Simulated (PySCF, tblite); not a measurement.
# C₄H₃F₃N₂S: a rotation path, then NMR shifts on frames

How do NMR shifts of C₄H₃F₃N₂S (`FC(F)(F)Cc1ncsn1`) change as the atoms move?

Computed with tblite 0.8.0 and PySCF 2.14.0, with density-fitted response routines of our own, on a single molecule in the gas phase. Atoms are numbered from 0 throughout.

## Step 1: The starting structure

13 atoms, charge 0, multiplicity 1; geometry from: GFN2-xTB.

Bonds of the start (Å): F0–C1 1.34, C1–F2 1.34, C1–F3 1.34, C1–C4 1.52, C4–C5 1.49, C5–N6 1.35, N6–C7 1.29, C7–S8 1.73, S8–N9 1.62, N9–C5 1.31, C4–H10 1.09, C4–H11 1.09, C7–H12 1.07.

## Step 2: The rotation path with GFN2-xTB

What the job is given:

```
{"job": {"kind": "neb", "xc": "GFN2-xTB", "basis": "xTB", "atoms": [6, 5, 4, 1], "turn": 120}, "charge": 0, "multiplicity": 1}
F     -1.284303     1.630027     0.749378
C     -1.751352     0.421167     0.417136
F     -1.777544    -0.302933     1.541963
F     -3.029492     0.594900     0.045436
C     -0.939005    -0.241661    -0.684938
C      0.484333    -0.375838    -0.255424
N      1.366551     0.621856    -0.475523
C      2.514816     0.293216     0.011107
S      2.483752    -1.274111     0.742189
N      0.912635    -1.442353     0.368161
H     -1.371391    -1.224778    -0.873636
H     -1.000473     0.389091    -1.572480
H      3.387085     0.911904    -0.031096
```

Level: GFN2-xTB climbing-image nudged elastic band, gas phase.

The run is started by

```bash
$ OMP_NUM_THREADS=1 python probes_run.py task.json out
```

This one command runs all jobs of the session in turn.

Standard output:

```text
image   E - E0 / eV
  0      -0.0000
  1       0.0063
  2       0.0240
  3       0.0400
  4       0.0470
  5       0.0406
  6       0.0251
  7       0.0073
  8      -0.0005
```

It took 12 s on 1 thread of Intel Xeon at 2.50GHz, shared host; peak memory 0.18 GiB.

The final band, with the dihedral N6–C5–C4–C1:

```
image  dihedral (°)  energy (eV)  energy (kcal/mol)
    0           -88        0.000                0.0
    1           -67        0.006                0.1
    2           -46        0.024                0.6
    3           -25        0.040                0.9
    4            -3        0.047                1.1
    5            19        0.041                0.9
    6            41        0.025                0.6
    7            62        0.007                0.2
    8            84        0.000                0.0
```

## Step 3: NMR shieldings: image 0, PBE0/pcSseg-1

What the job is given:

```
{"job": {"kind": "nmr", "xc": "PBE0", "basis": "pcSseg-1", "pop": false}, "charge": 0, "multiplicity": 1}
F     -1.284300     1.630000     0.749400
C     -1.751400     0.421200     0.417100
F     -1.777500    -0.302900     1.542000
F     -3.029500     0.594900     0.045400
C     -0.939000    -0.241700    -0.684900
C      0.484300    -0.375800    -0.255400
N      1.366600     0.621900    -0.475500
C      2.514800     0.293200     0.011100
S      2.483800    -1.274100     0.742200
N      0.912600    -1.442400     0.368200
H     -1.371400    -1.224800    -0.873600
H     -1.000500     0.389100    -1.572500
H      3.387100     0.911900    -0.031100
```

With the program's defaults for keys left out, this is: GIAO PBE0/pcSseg-1 NMR shielding, non-relativistic, gas phase.

Standard output:

```text
coarse grid: 13216 points
cycle   1  E = -960.4420130946  dE =  2.041e+00  |g| = 9.293e-01  |ddm| = 3.582e+00
cycle   2  E = -960.2729208858  dE =  1.691e-01  |g| = 1.406e+00  |ddm| = 1.273e+00
cycle   3  E = -960.5913220168  dE = -3.184e-01  |g| = 1.167e-01  |ddm| = 7.863e-01
cycle   4  E = -960.5927164668  dE = -1.394e-03  |g| = 8.435e-02  |ddm| = 1.422e-01
cycle   5  E = -960.5943045236  dE = -1.588e-03  |g| = 2.050e-02  |ddm| = 7.800e-02
cycle   6  E = -960.5943893052  dE = -8.478e-05  |g| = 6.050e-03  |ddm| = 1.973e-02
cycle   7  E = -960.5943959728  dE = -6.668e-06  |g| = 2.673e-03  |ddm| = 6.728e-03
final grid: 129496 points
cycle   8  E = -960.6722387862  dE = -5.111e-05  |g| = 7.870e-03  |ddm| = 2.617e-02
cycle   9  E = -960.6722246112  dE =  1.417e-05  |g| = 1.148e-02  |ddm| = 1.374e-02
cycle  10  E = -960.6722516057  dE = -2.699e-05  |g| = 1.030e-03  |ddm| = 8.845e-03
cycle  11  E = -960.6722517709  dE = -1.652e-07  |g| = 6.219e-04  |ddm| = 1.268e-03
cycle  12  E = -960.6722518600  dE = -8.907e-08  |g| = 1.313e-04  |ddm| = 5.926e-04
cycle  13  E = -960.6722518635  dE = -3.583e-09  |g| = 6.172e-05  |ddm| = 1.759e-04
cycle  14  E = -960.6722518643  dE = -7.703e-10  |g| = 2.076e-05  |ddm| = 6.360e-05
converged SCF energy = -960.6722518643

GIAO shielding tensors (ppm)
atom      isotropic    diamagn.    paramagn.     s11        s22        s33       span
  0 F      251.647     475.306    -223.659    170.135    255.470    329.336    159.201
  1 C       52.853     240.449    -187.596     50.490     53.726     54.342      3.852
  2 F      250.735     474.287    -223.552    168.518    253.145    330.544    162.025
  3 F      246.852     469.438    -222.586    160.283    239.917    340.357    180.075
  4 C      144.651     246.296    -101.645    129.606    144.664    159.685     30.079
  5 C       16.430     255.483    -239.053    -52.043     23.442     77.891    129.933
  6 N      -78.824     329.100    -407.924   -335.954   -118.465    217.947    553.902
  7 C        6.207     259.584    -253.377    -93.247      3.974    107.893    201.140
  8 S       57.367    1056.969    -999.602   -166.405    135.000    203.506    369.911
  9 N      -52.944     327.155    -380.100   -269.549   -102.790    213.505    483.054
 10 H       27.783      28.241      -0.458     24.073     27.403     31.872      7.799
 11 H       27.601      28.532      -0.931     24.175     26.746     31.882      7.707
 12 H       22.221      29.946      -7.726     19.817     20.631     26.214      6.397
```

It took 98 s on 1 thread of Intel Xeon at 2.50GHz, shared host; peak memory 0.93 GiB.

The references, computed at this level on geometries of the same kind, shield at (ppm): 1H TMS 31.72, 13C TMS 186.9, 19F CFCl3 170.9, 15N NH3 267.7, 33S CS2 504. Their shielding less the atom's gives the shift. The references are single molecules in the gas phase, so shifts against H2O, NH3, PH3, H3PO4 or CFCl3 are not on the usual liquid scales and can be off by tens of ppm. Each atom is listed at this fixed geometry, with no averaging over motion; a spectrum would average atoms that exchange fast.

```
atoms                                              environment  σ (ppm)  δ (ppm)
   C7                 aromatic CH between two ring heteroatoms      6.2    180.7
   C5      substituted aromatic carbon next to a ring nitrogen     16.4    170.5
   C1                                               CF3 carbon     52.9    134.1
   C4                              sp3 CH2 on an aromatic ring    144.7     42.3
  H12  hydrogen on an aromatic CH between two ring heteroatoms    22.22     9.50
  H11               hydrogen on an sp3 CH2 on an aromatic ring    27.60     4.12
  H10               hydrogen on an sp3 CH2 on an aromatic ring    27.78     3.93
   F3                                  fluorine of a CF3 group    246.9    -75.9
   F2                                  fluorine of a CF3 group    250.7    -79.8
   F0                                  fluorine of a CF3 group    251.6    -80.7
   N6                       pyridine-type nitrogen of an azole    -78.8    346.6
   N9                       pyridine-type nitrogen of an azole    -52.9    320.7
   S8                                     aromatic ring sulfur       57      446
```

Ring of atoms C5, N6, C7, S8, N9: NICS(0) -14.0, NICS(1) -13.0, NICS(1)zz -32.5 ppm (means of both faces).

Orbitals, density, ELF and potential are computed afterwards from the orbital file.

Frontier orbitals at PBE0/pcSseg-1, with the share of their density that lies nearest to each atom:

```
orbital  energy (eV)                    lies on
   HOMO        -8.33  S8 38 %; C5 22 %; C7 15 %
   LUMO        -1.67  C7 27 %; S8 23 %; N9 20 %
```

ELF in a plane through or near 5 of the atoms.

Ten even steps from ' ' (0.00) to '@' (1.00):
```
                                                        
                                                        
                                                        
                                  ..                    
          ====      ::--::    ::====--                  
        ##@@@@**  ..++##**    ==****==                  
      --@@@@@@@@----##%%##..  --++++::  --++--          
      --@@@@@@@@==######**..    ::--::--##%%**::        
        **@@@@==**####**##--....++++--##++++##::        
          ::++--::++++##**++**==@@##==##**####--        
          ..==####--..==::--%%++%%@@++==%%%%##::        
          ::**%%##--..**==--**==++++::..==**==..        
        --**%%**==******%%++..::--::      ....          
      ..++%%@@%%**####==**++    --::                    
      ..++%%@@@@##==**%%@@##..  ..::                    
        --**%%##==..++%%@@##::                          
          --++==..  ::**##++..                          
                      ..::..                            
                                                        
                                                        
```
The map spans 11.8 Å across and 8.2 Å up, centred on the molecule. Atoms in the plane (x, y in Å): F3 (3.1, 0.4), C5 (-0.5, -0.3), C7 (-2.5, 0.5), N9 (-1.0, -1.4), H12 (-3.3, 1.1).

On the surface of density 0.002 e/bohr³ the electrostatic potential runs, from the 1st to the 99th percentile, from -1.27 V near N9 to 1.75 V near H12.

## Step 4: NMR shieldings: image 2, PBE0/pcSseg-1

What the job is given:

```
{"job": {"kind": "nmr", "xc": "PBE0", "basis": "pcSseg-1", "pop": false}, "charge": 0, "multiplicity": 1}
F     -1.254900     1.818500     0.341900
C     -1.695200     0.559500     0.361600
F     -1.597200     0.130400     1.627600
F     -3.008400     0.617600     0.079900
C     -0.973400    -0.357200    -0.611300
C      0.480100    -0.451400    -0.281800
N      1.206300     0.653900    -0.014900
C      2.422700     0.317600     0.247000
S      2.657500    -1.392800     0.145000
N      1.092900    -1.606200    -0.241400
H     -1.422700    -1.349600    -0.555200
H     -1.110300     0.050900    -1.616100
H      3.198300     1.009400     0.499800
```

With the program's defaults for keys left out, this is: GIAO PBE0/pcSseg-1 NMR shielding, non-relativistic, gas phase.

Standard output:

```text
coarse grid: 13216 points
cycle   1  E = -960.4420245876  dE =  2.044e+00  |g| = 9.298e-01  |ddm| = 3.589e+00
cycle   2  E = -960.2755726275  dE =  1.665e-01  |g| = 1.402e+00  |ddm| = 1.300e+00
cycle   3  E = -960.5912269159  dE = -3.157e-01  |g| = 1.170e-01  |ddm| = 7.996e-01
cycle   4  E = -960.5926172671  dE = -1.390e-03  |g| = 8.519e-02  |ddm| = 1.454e-01
cycle   5  E = -960.5942466936  dE = -1.629e-03  |g| = 2.009e-02  |ddm| = 7.870e-02
cycle   6  E = -960.5943274392  dE = -8.075e-05  |g| = 5.992e-03  |ddm| = 1.971e-02
cycle   7  E = -960.5943340764  dE = -6.637e-06  |g| = 2.696e-03  |ddm| = 6.939e-03
final grid: 129496 points
cycle   8  E = -960.6704673711  dE = -4.769e-05  |g| = 7.493e-03  |ddm| = 2.783e-02
cycle   9  E = -960.6704551951  dE =  1.218e-05  |g| = 1.075e-02  |ddm| = 1.313e-02
cycle  10  E = -960.6704792184  dE = -2.402e-05  |g| = 9.091e-04  |ddm| = 8.415e-03
cycle  11  E = -960.6704793419  dE = -1.235e-07  |g| = 5.623e-04  |ddm| = 1.146e-03
cycle  12  E = -960.6704794134  dE = -7.145e-08  |g| = 1.327e-04  |ddm| = 5.430e-04
cycle  13  E = -960.6704794171  dE = -3.676e-09  |g| = 5.592e-05  |ddm| = 1.622e-04
cycle  14  E = -960.6704794177  dE = -6.062e-10  |g| = 2.033e-05  |ddm| = 5.805e-05
converged SCF energy = -960.6704794177

GIAO shielding tensors (ppm)
atom      isotropic    diamagn.    paramagn.     s11        s22        s33       span
  0 F      247.978     474.476    -226.498    167.270    252.540    324.124    156.855
  1 C       52.532     240.500    -187.968     49.872     53.494     54.230      4.358
  2 F      253.360     474.983    -221.624    170.870    250.441    338.768    167.897
  3 F      246.577     469.356    -222.779    159.837    238.332    341.561    181.725
  4 C      144.840     246.169    -101.329    130.139    142.176    162.204     32.065
  5 C       16.210     254.601    -238.390    -52.860     23.925     77.566    130.426
  6 N      -75.388     328.982    -404.370   -342.409   -113.854    230.099    572.508
  7 C        6.184     258.605    -252.421    -93.154      4.916    106.791    199.945
  8 S       65.079    1056.916    -991.838   -163.948    139.060    220.124    384.072
  9 N      -49.088     327.019    -376.107   -258.788    -97.182    208.708    467.496
 10 H       27.614      28.409      -0.795     22.561     28.340     31.940      9.378
 11 H       27.877      27.810       0.067     24.822     26.766     32.042      7.220
 12 H       22.186      30.071      -7.885     19.894     20.472     26.191      6.297
```

Run time: 77 s. Hardware: 1 thread of Intel Xeon at 2.50GHz, shared host; peak memory 0.86 GiB.

This run: δ C7 180.7, C5 170.7, C1 134.4, C4 42.1, H12 9.53, H10 4.10 ppm.

[end of part 1 of 2]
